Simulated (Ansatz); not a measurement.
# WC: the cost of one run

Program: Ansatz 0.2.0. Level of theory: DFT PBE+D3(BJ), scalar-relativistic, plane waves, PAW. These are calculated values, not measurements.

2 further runs of the same task are left out: 2 set aside as unsound or not needed.

### 1 The starting structure

Symmetry: P-6m2, No. 187, hexagonal system. Conventional cell: a = 2.902 Å, b = 2.902 Å, c = 2.833 Å, α = 90.00°, β = 90.00°, γ = 120.00°. Around W (site symmetry -6m2) lie 6 C at 2.19 Å. Around C (site symmetry -6m2) lie 6 W at 2.19 Å.

Structure file:

```
CELL_PARAMETERS angstrom
2.90191 0.00000 0.00000
-1.45095 2.51312 0.00000
0.00000 0.00000 2.83267
ATOMIC_POSITIONS crystal
W 0.00000 0.00000 0.00000
C 0.66667 0.33333 0.50000
```

It is the result of an earlier relaxation at this level (volume 10.33 Å³/atom; gap on the mesh: none (metal)).

### 2 Cutting the slab

Planes are indexed in the bulk's conventional cell (P-6m2 (No. 187)), a = 2.902 Å, b = 2.902 Å, c = 2.833 Å, α = 90.00°, β = 90.00°, γ = 120.00°.

A (100) slab, 5.9 Å thick as cut, with 17 Å of vacuum, in a 2×2 surface cell; its outer planes are W (top) and C (bottom).

The slab as cut. Its planes from the bottom up:

```
plane  atoms per cell  height over the lowest (Å)
    1              C4                        0.00
    2              W4                        0.84
    3              C4                        2.51
    4              W4                        3.35
    5              C4                        5.03
    6              W4                        5.86
```

### 3 Relaxing the clean slab

The input, input.yaml:

```yaml
crystal:
  lattice:
    - [5.6653313024, 0.0, 0.0]
    - [0.0, 5.8038113753, 0.0]
    - [0.0, 0.0, 22.8639561048]
  atoms:
    - { symbol: C, position: [0.25, 0.0, 0.3717641847] }
    - { symbol: C, position: [0.25, 0.5, 0.3717641847] }
    - { symbol: C, position: [0.75, 0.0, 0.3717641847] }
    - { symbol: C, position: [0.75, 0.5, 0.3717641847] }
    - { symbol: W, position: [0.0, 0.75, 0.4084029891] }
    - { symbol: W, position: [0.0, 0.25, 0.4084029891] }
    - { symbol: W, position: [0.5, 0.75, 0.4084029891] }
    - { symbol: W, position: [0.5, 0.25, 0.4084029891] }
    - { symbol: C, position: [0.25, 0.75, 0.4816805978] }
    - { symbol: C, position: [0.25, 0.25, 0.4816805978] }
    - { symbol: C, position: [0.75, 0.75, 0.4816805978] }
    - { symbol: C, position: [0.75, 0.25, 0.4816805978] }
    - { symbol: W, position: [0.0, 0.5, 0.5183194022] }
    - { symbol: W, position: [0.0, 0.0, 0.5183194022] }
    - { symbol: W, position: [0.5, 0.5, 0.5183194022] }
    - { symbol: W, position: [0.5, 0.0, 0.5183194022] }
    - { symbol: C, position: [0.25, 0.5, 0.5915970109] }
    - { symbol: C, position: [0.25, 0.0, 0.5915970109] }
    - { symbol: C, position: [0.75, 0.5, 0.5915970109] }
    - { symbol: C, position: [0.75, 0.0, 0.5915970109] }
    - { symbol: W, position: [0.0, 0.25, 0.6282358153] }
    - { symbol: W, position: [0.0, 0.75, 0.6282358153] }
    - { symbol: W, position: [0.5, 0.25, 0.6282358153] }
    - { symbol: W, position: [0.5, 0.75, 0.6282358153] }
basis:
  ecutwfc: 420
kpoints:
  mp_grid: { grid: [5, 5, 1] }
hamiltonian:
  xc: pbe
  dispersion: d3bj
scf:
  occupations: { method: gaussian, width: 0.1 }
output:
  forces: true
  eigenvalues: true
  write_density: true
  write_potential: true
  elf: true
  volumetric_format: npy
relax:
  adjacent_minimum: "off"
  f_tol: 0.03
  max_steps: 70
  constraints: [{ sites: [0, 1, 2, 3, 4, 5, 6, 7, 8, 9, 10, 11] }]
efield:
  axis: 3
  dipole_correction: true
  ramp_width: 0.04
```

The run is started by

```sh
ansatz run input.yaml --threads 4 --pin off --max-ram 10240MiB --backend cpu --events-out ev --progress --plain --runs-dir out
```

Q: Estimate wall time and peak memory on 4 threads of Arm Neoverse V1, shared host.

About 2.9 min, with a peak of 2.3 GiB.
